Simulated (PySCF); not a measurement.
**A gas-phase reaction: Cl2H2OSi + ClH → Cl3HSi + H2O**

What reaction energy should one expect for `O[SiH](Cl)Cl` + `Cl` → `Cl[SiH](Cl)Cl` + `O`?

Programs: PySCF 2.14.0. All values are calculated, for the isolated system unless a continuum is named. Atoms count from 0, parts from 1.

## (1) Starting point

Each species was relaxed by itself at PBE0-D3(BJ)/def2-SVPD.

## (2) Reaction energy: wB97M-D3(BJ)/def2-TZVPD

Job settings and geometry (Å):

```
{"job": {"kind": "react", "xc": "wB97M-D3(BJ)", "basis": "def2-TZVPD"}, "charge": 0, "multiplicity": 1}
-1 Cl2H2OSi charge 0 multiplicity 1
O      1.316980     0.056140     0.000780
Si    -0.284690     0.119790     0.371040
Cl    -1.276350     1.445900    -0.859380
Cl    -1.174500    -1.723520     0.115810
H      1.593950    -0.214430    -0.878870
H     -0.400650     0.547610     1.774370

-1 ClH charge 0 multiplicity 1
Cl     0.644450    -0.002100    -0.022400
H     -0.643240     0.003770     0.014150

+1 Cl3HSi charge 0 multiplicity 1
Cl    -0.548680     1.876110    -0.501520
Si     0.015830    -0.000910     0.102620
Cl    -1.372330    -1.362790    -0.549330
Cl     1.840020    -0.453460    -0.719000
H      0.106310    -0.044810     1.573600

+1 H2O charge 0 multiplicity 1
O     -0.007830     0.388730    -0.021490
H     -0.758810    -0.209560     0.013840
H      0.766680    -0.179130     0.007640
```

Method: wB97M-D3(BJ)/def2-TZVPD reaction energy of separated species, gas phase.

Launch:

```bash
$ OMP_NUM_THREADS=1 python cluster_run.py task.json out
```

One launch serves the whole session: the jobs run in the order shown.

**Question.** The jobs that follow are: PBE0-D3(BJ)/def2-TZVPD reaction energy of separated species, gas phase; MP2/def2-TZVPD reaction energy of separated species, gas phase. Predict: reaction energy (wB97M-D3(BJ)/def2-TZVPD); ΔH, ΔG at 298 K (xTB thermal terms). Thermal terms come from harmonic xTB runs on each species.

The runs gave:

| quantity | value |
| --- | --- |
| reaction energy (wB97M-D3(BJ)/def2-TZVPD) | 3.30 kcal/mol |
| ΔH, ΔG at 298 K (xTB thermal terms) | +5.0, +5.3 kcal/mol |
| range of the reaction energy over the runs of this table | 1.72 to 3.30 kcal/mol |

What this shows: The reaction is endothermic by 5.0 kcal/mol in the gas phase; dispersion gives -0.21, and xTB itself gave 9.53 for the electronic energy (xTB energies and thermal terms come from the earlier relaxation of each species, not shown). No barrier was sought. The reaction energy runs from 1.72 (PBE0-D3(BJ)/def2-TZVPD) to 3.30 kcal/mol (wB97M-D3(BJ)/def2-TZVPD).
